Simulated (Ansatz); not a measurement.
# C2H5BrOSi: the cost of one run

Program: Ansatz 0.2.0, Gaussian basis. Level of theory: functionals in def2-TZVPP, the program's frozen cores in correlated methods. These are calculated values, not measurements.

The runs, in order: PBE-D4, r2SCAN-D4, PBE0-D4, B3LYP-D4, ωB97X-V, ωB97M-V, B2PLYP; CCSD(T)/def2-TZVPP; MP2/def2-QZVPP; extrapolation to the limit.

### Step 1. The geometry

All runs share one geometry, relaxed beforehand with PBE0-D4 in a triple-zeta def2 set.

SMILES `Br[SiH]1CCO1`, 10 atoms, charge 0, spin multiplicity 1.

Atoms are counted from 1 here; the program's logs count them from 0.

Bond lengths: Br1–Si2 2.216 Å, Si2–C3 1.864 Å, Si2–O5 1.655 Å, Si2–H6 1.480 Å, C3–C4 1.545 Å, C3–H7 1.090 Å, C3–H8 1.088 Å, C4–O5 1.454 Å, C4–H9 1.092 Å, C4–H10 1.092 Å. Angles: Br1–Si2–C3 116.5°, Br1–Si2–O5 114.2°, Br1–Si2–H6 105.4°, C3–Si2–O5 82.7°, C3–Si2–H6 122.3°, O5–Si2–H6 114.9°, Si2–C3–C4 82.4°, Si2–C3–H7 116.0°, Si2–C3–H8 117.5°, C4–C3–H7 114.1°, C4–C3–H8 115.0°, H7–C3–H8 109.8°, C3–C4–O5 101.9°, C3–C4–H9 113.3°, C3–C4–H10 113.6°, O5–C4–H9 109.4°, O5–C4–H10 109.1°, H9–C4–H10 109.3° and more.

Coordinates:

```
Br   -2.8568   -0.4264    0.7489
Si   -0.7994    0.3966    0.7862
C     0.5605   -0.7401    0.2093
C     0.6142    0.2575   -0.9693
O    -0.3821    1.2398   -0.5752
H    -0.7065    1.1657    2.0471
H     1.4622   -0.7540    0.8208
H     0.2838   -1.7567   -0.0619
H     0.3268   -0.1870   -1.9245
H     1.5805    0.7535   -1.0785
```

### Step 2. PBE-D4 (GGA)

in.yaml

```yaml
crystal:
  periodic: [false, false, false]
  atoms:
    - {symbol: Br, position_ang: [-2.856816, -0.426429, 0.748926]}
    - {symbol: Si, position_ang: [-0.799429, 0.396600, 0.786201]}
    - {symbol: C, position_ang: [0.560470, -0.740071, 0.209294]}
    - {symbol: C, position_ang: [0.614192, 0.257487, -0.969325]}
    - {symbol: O, position_ang: [-0.382126, 1.239752, -0.575154]}
    - {symbol: H, position_ang: [-0.706524, 1.165712, 2.047144]}
    - {symbol: H, position_ang: [1.462211, -0.754040, 0.820798]}
    - {symbol: H, position_ang: [0.283829, -1.756729, -0.061886]}
    - {symbol: H, position_ang: [0.326832, -0.186968, -1.924483]}
    - {symbol: H, position_ang: [1.580461, 0.753487, -1.078514]}
basis:
  gaussian: {orbitals: def2-TZVPP}
hamiltonian: {xc: pbe, dispersion: d4}
output: {forces: true, orbitals: {seedname: orbitals}}
```

The run is started by

```
$ ansatz run in.yaml --threads 4 --pin off --events-out ev --progress --plain --max-ram 10444MiB
```

Q: Estimate wall time and peak memory on 4 threads of Arm Neoverse V1, shared host.

About 3.1 s, with a peak of 0.36 GiB.
